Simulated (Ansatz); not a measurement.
# Be3CdS2: the cost of one run

Computed with Ansatz 0.2.0 (DFT PBE, scalar-relativistic, plane waves, PAW, unless a step's input says otherwise).

1 further run of the same task is left out (it didn't finish).

### Step 1. The system as given

The structure is orthorhombic, space group Cmmm (No. 65). The conventional cell has a = 4.707 Å, b = 9.959 Å, c = 3.706 Å, α = 90.00°, β = 90.00°, γ = 90.00°. Be (site symmetry m2m) has 3 S at 1.99 to 2.36 Å and 2 Cd at 2.35 Å as nearest neighbours. Be (site symmetry mmm) is surrounded by 2 Cd at 2.35 Å and 4 S at 2.41 Å. Around Cd (site symmetry mmm) lie 6 Be at 2.35 Å. S (site symmetry m2m) has 5 Be at 1.99 to 2.41 Å as nearest neighbours.

Structure file:

```cif
data_structure
_symmetry_space_group_name_H-M 'P 1'
_symmetry_Int_Tables_number 1
_cell_length_a 5.5076
_cell_length_b 5.5076
_cell_length_c 3.7064
_cell_angle_alpha 90.000
_cell_angle_beta 90.000
_cell_angle_gamma 129.403
_cell_volume 86.87
loop_
_atom_site_label
_atom_site_type_symbol
_atom_site_fract_x
_atom_site_fract_y
_atom_site_fract_z
_atom_site_occupancy
Be1 Be 0.14539 0.85461 0.50000 1
Be2 Be 0.85461 0.14539 0.50000 1
Be3 Be 0.50000 0.50000 0.00000 1
Cd1 Cd 0.00000 0.00000 0.00000 1
S1 S 0.65497 0.34503 0.50000 1
S2 S 0.34503 0.65497 0.50000 1
```

Recipe of the guess: species swapped into a database cell of Li2CeO3 (Cmmm, No. 65), with S on the Li sites, Cd on the Ce sites and Be on the O sites. The dimensions are guesses.

### Step 2. The guess as it stands, on a coarse mesh

input.yaml

```yaml
crystal:
  lattice:
    - [2.35356039, -4.97938011, 0.0]
    - [2.35356039, 4.97938011, 0.0]
    - [0.0, 0.0, 3.70644057]
  atoms:
    - { symbol: Be, position: [0.14538866, 0.85461134, 0.5] }
    - { symbol: Be, position: [0.85461134, 0.14538866, 0.5] }
    - { symbol: Be, position: [0.5, 0.5, 0.0] }
    - { symbol: Cd, position: [0.0, 0.0, 0.0] }
    - { symbol: S, position: [0.65497245, 0.34502755, 0.5] }
    - { symbol: S, position: [0.34502755, 0.65497245, 0.5] }
basis:
  ecutwfc: 420
kpoints:
  mp_grid: { grid: [4, 4, 6] }
hamiltonian:
  xc: pbe
scf:
  occupations: { method: gaussian, width: 0.1 }
  lower_state_search: "off"
output:
  forces: true
  stress: true
  eigenvalues: true
```

Launch:

```sh
$ ansatz run input.yaml --threads 1 --pin off --max-ram 2560MiB --backend cpu --events-out ev --progress --plain --runs-dir out
```

Q: Estimate wall time and peak memory on 1 thread of Intel Xeon at 2.70GHz, shared host.

About 3.2 s, with a peak of 0.39 GiB.
